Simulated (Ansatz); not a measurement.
# GeC+ (doublet): wave-function methods side by side at distance Ge1–C2 = 2.099 Å, cc-pVDZ

Aim: climb from Hartree-Fock through coupled cluster and multireference methods for GeC+ (doublet) at one geometry and basis, and see what each rung misses.

The runs use Ansatz 0.2.0, Gaussian basis; cc-pVDZ, core rule «outside noble gas», up to 15 orbitals frozen.

Plan: UHF; CCSD(T) on ROHF; CCSD(T) on UHF; BCCD(T) on ROHF; CISD as a restricted active space (open shells left free, so some higher excitations enter); CCSDT(Q) on ROHF; CCSDT(Q) on UHF; CASSCF and MRCISD+Q, 3 electrons in 3 orbitals; CASSCF and NEVPT2, 3 electrons in 3 orbitals; CASSCF and MRCISD+Q, 7 electrons in 8 orbitals; CASSCF and NEVPT4(SD), 7 electrons in 8 orbitals; CASSCF and NEVPT2, 7 electrons in 8 orbitals; Full CI.

20 further runs of the same task are left out: 5 for a known fault of the program, 13 that didn't finish, 2 set aside as unsound or not needed. Runs told in other sessions of the task aren't counted.

## (1) What is computed

The geometry derives from a PBE0/def2-TZVP stationary point (not a proven minimum). One bond is set to the value named and the two fragments are kept rigid. No spin-orbit coupling is included. The filled d shell of Ge may be among the frozen orbitals whatever the setting's name suggests.

2 atoms, charge 1, spin multiplicity 2.

Atoms are counted from 1 here; the program's logs count them from 0.

Bond lengths: Ge1–C2 2.099 Å.

## (2) UHF

File in.yaml:

```yaml
crystal:
  periodic: [false, false, false]
  atoms:
    - {symbol: Ge, position_ang: [0.000000, 0.000000, 0.000000]}
    - {symbol: C, position_ang: [0.000000, 0.000000, 2.099000]}
basis:
  gaussian: {orbitals: cc-pVDZ}
total_charge: 1
magnetization: {spin_polarized: true, initial_magnetization: 1}
hamiltonian: {xc: hf}
output: {orbitals: {seedname: orbitals}}
```

The run is started by

```bash
$ ansatz run in.yaml --threads 1 --pin off --events-out ev --progress --plain --max-ram 2393MiB
```

The runs that follow: CCSD(T) on ROHF; CCSD(T) on UHF; BCCD(T) on ROHF; CISD as a restricted active space (open shells left free, so some higher excitations enter); CCSDT(Q) on ROHF; CCSDT(Q) on UHF; CASSCF and MRCISD+Q, 3 electrons in 3 orbitals; CASSCF and NEVPT2, 3 electrons in 3 orbitals; CASSCF and MRCISD+Q, 7 electrons in 8 orbitals; CASSCF and NEVPT4(SD), 7 electrons in 8 orbitals; CASSCF and NEVPT2, 7 electrons in 8 orbitals; Full CI.

**Question.** What will the summary of the whole plan be? Wanted: FCI from the RHF energy; RMP2 from FCI; RCCSD from FCI; RCCSD(T) from FCI; RCCSDT(Q) from FCI; NEVPT2 pair from FCI; MRCISD+Q pair from FCI; T1 diagnostic; effectively unpaired electrons.

As calculated:

| quantity | value |
| --- | --- |
| FCI from the ROHF energy | -4.7263 eV |
| RMP2 from FCI | +31.39 kcal/mol |
| RCCSD from FCI | +5.48 kcal/mol |
| RCCSD(T) from FCI | +1.89 kcal/mol |
| RCCSDT(Q) from FCI | +0.16 kcal/mol |
| NEVPT2 pair from FCI | +28.59 kcal/mol |
| MRCISD+Q pair from FCI | +0.19 kcal/mol |
| levels within 1 kcal/mol (43 meV) | RCCSDT, RCCSDT(Q), MRCISD+Q pair |
| T1 diagnostic | 0.036 |
| effectively unpaired electrons | 1.40 |

RCCSD(T) misses by +1.89 kcal/mol, 1.7 % of the correlation energy. The occupations show static correlation (1.40 effectively unpaired electrons where one determinant has 1). Of the multireference levels listed MRCISD+Q pair comes nearest in total energy (+0.19 kcal/mol), which doesn't show that its space is the better one. These misses are within one basis, not against nature.

The restricted and unrestricted ladders end 1.11 eV apart at CCSDT(Q), which points to two states or an unsound top rung; rows of one don't measure the error of the other.

With open shells the CI space here admits some higher excitations, so it is larger than plain CISD.
